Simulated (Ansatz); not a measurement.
# BBrH5P (built from SMILES BBr.P): search for a transition state

Aim: find the saddle point of a four-centre ligand exchange that is to form B1–P6, Br2–H5 and break B1–Br2, H5–P6, prove it by its vibrations, and relax downhill on both sides to see what it joins.

Program: Ansatz 0.2.0, Gaussian basis. Level of theory: PBE0-D4, def2-SVP first, then def2-TZVP. These are calculated values, not measurements.

31 further runs of the same task are left out: 31 set aside as unsound or not needed.

### 1 Where the work starts

The guess: 8 atoms, charge 0, spin multiplicity 1.

Atoms are counted from 1 here; the program's logs count them from 0.

Bond lengths: B1–H3 1.168 Å, B1–H4 1.167 Å, B1–H5 1.270 Å, P6–H7 1.398 Å, P6–H8 1.397 Å. Angles: H3–B1–H4 123.0°, H3–B1–H5 118.0°, H4–B1–H5 119.0°, H7–P6–H8 92.5°.

Geometry (Å):

```xyz
8

B    -0.6546   -0.1762   -0.6961
Br    1.3354   -0.9321   -1.7657
H    -1.2728   -1.1481   -0.5043
H    -1.0347    0.6962   -1.3710
H     0.4950   -0.0870   -0.1642
P    -0.2269    0.6811    1.3200
H     0.9860    1.3683    1.2143
H     0.3726   -0.4022    1.9670
```

Distances that are to change: B1–P6 2.23 Å, Br2–H5 2.00 Å, B1–Br2 2.38 Å, H5–P6 1.82 Å.

### 2 Relaxing the guess with the reacting distances held

hold/in.yaml

```yaml
crystal:
  periodic: [false, false, false]
  atoms:
    - {symbol: B, position_ang: [-0.654600, -0.176200, -0.696100]}
    - {symbol: Br, position_ang: [1.335400, -0.932100, -1.765700]}
    - {symbol: H, position_ang: [-1.272800, -1.148100, -0.504300]}
    - {symbol: H, position_ang: [-1.034700, 0.696200, -1.371000]}
    - {symbol: H, position_ang: [0.495000, -0.087000, -0.164200]}
    - {symbol: P, position_ang: [-0.226900, 0.681100, 1.320000]}
    - {symbol: H, position_ang: [0.986000, 1.368300, 1.214300]}
    - {symbol: H, position_ang: [0.372600, -0.402200, 1.967000]}
basis:
  gaussian: {orbitals: def2-SVP}
hamiltonian: {xc: pbe0, dispersion: d4}
relax: {f_tol: 0.08, max_steps: 120, escape_saddle: false, constraints: [{distance: [0, 5]}, {distance: [1, 4]}, {distance: [0, 1]}, {distance: [4, 5]}]}
```

The command line of these runs was not kept.

The runs that follow: Saddle search in the small basis; Saddle search in triple zeta; Vibrations at the point found; Relaxing after a step of 0.30 Å one way along the mode; Relaxing after a step of 0.30 Å the other way along the mode.

**Question.** What will these runs give? Wanted: imaginary mode; barrier from the start side; barrier from the end side; energy of the step; pairs that change; zero-point energy at the saddle.

**Answer**, as computed:

| quantity | value |
| --- | --- |
| imaginary mode | 367i cm⁻¹ |
| barrier from the start side | 159.1 kJ/mol |
| barrier from the end side | 16.2 kJ/mol |
| energy of the step | +142.9 kJ/mol |
| pairs that change | Br2–H5 formed, B1–Br2 broken, H5–P6 broken |
| zero-point energy at the saddle | 1.237 eV |

In words: One imaginary mode, 367i cm⁻¹, makes this a first-order saddle. It joins the planned start and end. At PBE0-D4/def2-TZVP the electronic barrier is 159.1 kJ/mol, about 64 kT at 298 K, and the step runs 142.9 kJ/mol uphill. A step off the saddle overshot and began above it in energy, so the link to its end is likely but not proven.
